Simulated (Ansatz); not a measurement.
# Alloy of Ge and Sn (20 of 64 Ge sites exchanged), 64 atoms

Aim: relax the alloy cell and compare the gap by PBEsol.

All numbers are computed with Ansatz 0.2.0 (PAW, plane waves).

1 further run of the same task is left out (for a known fault of the program).

## 1. The starting cell

64 atoms (44 Ge, 20 Sn); a = 11.887 Å, b = 11.887 Å, c = 11.887 Å, α = 90.00°, β = 90.00°, γ = 90.00°. All atoms were shaken off their sites by about 0.02 Å along each axis.

Steps to follow: (2) PBEsol cell relaxation at the single k point (½, ½, ½), on 1 × data-centre GPU with 4 threads.

## 2. Relaxing cell and atoms with PBEsol

in.yaml reads:

```yaml
crystal:
  lattice:
    - [11.886809, 0.000000, 0.000000]
    - [0.000000, 11.886809, 0.000000]
    - [0.000000, 0.000000, 11.886809]
  atoms:
    - { symbol: Ge, position: [0.998390, 0.003871, 0.001331] }
    - { symbol: Ge, position: [0.002179, 0.000269, 0.500086] }
    - { symbol: Ge, position: [0.001164, 0.499585, 0.001148] }
    - { symbol: Ge, position: [0.997909, 0.500668, 0.501656] }
    - { symbol: Ge, position: [0.495837, 0.999218, 0.999104] }
    - { symbol: Ge, position: [0.500902, 0.998773, 0.499636] }
    - { symbol: Ge, position: [0.502176, 0.499234, 0.500471] }
    - { symbol: Ge, position: [0.124559, 0.127279, 0.125157] }
    - { symbol: Ge, position: [0.123584, 0.126480, 0.626827] }
    - { symbol: Ge, position: [0.127425, 0.624139, 0.122106] }
    - { symbol: Ge, position: [0.127157, 0.624876, 0.627294] }
    - { symbol: Ge, position: [0.627334, 0.125898, 0.128799] }
    - { symbol: Ge, position: [0.625848, 0.127280, 0.626240] }
    - { symbol: Ge, position: [0.622761, 0.624349, 0.124274] }
    - { symbol: Ge, position: [0.624938, 0.626937, 0.625849] }
    - { symbol: Ge, position: [0.249670, 0.250077, 0.999997] }
    - { symbol: Ge, position: [0.750614, 0.748232, 0.996829] }
    - { symbol: Ge, position: [0.376922, 0.372835, 0.126642] }
    - { symbol: Ge, position: [0.374115, 0.375657, 0.624104] }
    - { symbol: Ge, position: [0.248609, 0.999740, 0.251267] }
    - { symbol: Ge, position: [0.250632, 0.999122, 0.751979] }
    - { symbol: Ge, position: [0.252784, 0.502529, 0.248646] }
    - { symbol: Ge, position: [0.251643, 0.501421, 0.751703] }
    - { symbol: Ge, position: [0.749192, 0.998876, 0.251589] }
    - { symbol: Ge, position: [0.752739, 0.999121, 0.748612] }
    - { symbol: Ge, position: [0.752104, 0.500559, 0.248821] }
    - { symbol: Ge, position: [0.748582, 0.502451, 0.750547] }
    - { symbol: Ge, position: [0.374971, 0.121900, 0.375080] }
    - { symbol: Ge, position: [0.376801, 0.125444, 0.874842] }
    - { symbol: Ge, position: [0.372882, 0.626335, 0.373965] }
    - { symbol: Ge, position: [0.873369, 0.126866, 0.378220] }
    - { symbol: Ge, position: [0.875669, 0.623861, 0.374075] }
    - { symbol: Ge, position: [0.877713, 0.625998, 0.875856] }
    - { symbol: Ge, position: [0.001938, 0.252202, 0.250366] }
    - { symbol: Ge, position: [0.001125, 0.247000, 0.747248] }
    - { symbol: Ge, position: [0.499210, 0.251170, 0.750697] }
    - { symbol: Ge, position: [0.502398, 0.751058, 0.251492] }
    - { symbol: Ge, position: [0.504645, 0.752235, 0.751198] }
    - { symbol: Ge, position: [0.123852, 0.373762, 0.373334] }
    - { symbol: Ge, position: [0.124344, 0.377814, 0.875879] }
    - { symbol: Ge, position: [0.124267, 0.875868, 0.375209] }
    - { symbol: Ge, position: [0.625203, 0.371201, 0.375209] }
    - { symbol: Ge, position: [0.624593, 0.375026, 0.874807] }
    - { symbol: Ge, position: [0.625015, 0.871610, 0.371992] }
    - { symbol: Sn, position: [0.501999, 0.499106, 0.997799] }
    - { symbol: Sn, position: [0.250384, 0.250182, 0.497271] }
    - { symbol: Sn, position: [0.248040, 0.752629, 0.000034] }
    - { symbol: Sn, position: [0.250147, 0.750354, 0.501600] }
    - { symbol: Sn, position: [0.751175, 0.249891, 0.999434] }
    - { symbol: Sn, position: [0.750702, 0.252568, 0.499000] }
    - { symbol: Sn, position: [0.747407, 0.748236, 0.500925] }
    - { symbol: Sn, position: [0.376615, 0.875342, 0.123971] }
    - { symbol: Sn, position: [0.374901, 0.876188, 0.623530] }
    - { symbol: Sn, position: [0.874272, 0.373594, 0.120637] }
    - { symbol: Sn, position: [0.874550, 0.375690, 0.625861] }
    - { symbol: Sn, position: [0.872992, 0.875450, 0.126637] }
    - { symbol: Sn, position: [0.873356, 0.875189, 0.624803] }
    - { symbol: Sn, position: [0.374126, 0.624286, 0.875364] }
    - { symbol: Sn, position: [0.875971, 0.124120, 0.874992] }
    - { symbol: Sn, position: [0.000584, 0.748496, 0.249714] }
    - { symbol: Sn, position: [0.999316, 0.747197, 0.750092] }
    - { symbol: Sn, position: [0.498961, 0.252085, 0.250454] }
    - { symbol: Sn, position: [0.127810, 0.876236, 0.875316] }
    - { symbol: Sn, position: [0.626132, 0.876146, 0.875207] }
kpoints:
  mp_grid: { grid: [1, 1, 1], shift: [0.5, 0.5, 0.5] }
hamiltonian:
  xc: pbesol
scf:
  occupations: { method: fermi_dirac, width: 0.01 }
relax:
  f_tol: 0.03
  max_steps: 80
  escape_saddle: false
  adjacent_minimum: "off"
  cell: { fix: [shape] }
output:
  forces: true
  eigenvalues: true
  populations: true
```

Command:

```console
$ ansatz run in.yaml --threads 4 --pin off --max-ram 61750MiB --runs-dir r --events-out ev --progress --plain --backend cuda --devices 0, --max-vram 37GiB
```

What does the calculation give? Wanted: for each run, top filled to lowest empty.

The runs gave:

| level | time | top filled to lowest empty (eV) |
| --- | --- | --- |
| PBEsol, relaxation | 51 s (GPU) | 0.32 |

| quantity | value |
| --- | --- |
| relaxation | 5 recorded steps, 4.43 eV gained |
| largest shift | 0.23 Å (Ge21) |
| relaxed cell | a = 11.911 Å, b = 11.911 Å, c = 11.911 Å, α = 90.00°, β = 90.00°, γ = 90.00° |
| mean bonds | Ge–Ge 2.504, Ge–Sn 2.629, Sn–Sn 2.751 Å |

**Reading.** Relaxation gains 4.43 eV, with shifts up to 0.23 Å (Ge21), while the volume changes by +0.6 %. The mean lengths of the listed bonds run from Ge–Ge 2.50 Å to Sn–Sn 2.75 Å. No spin–orbit coupling is included; with elements this heavy it would shift the edges. With one k point the spacing samples only the states that fold onto it, so it can exceed the gap over the zone.
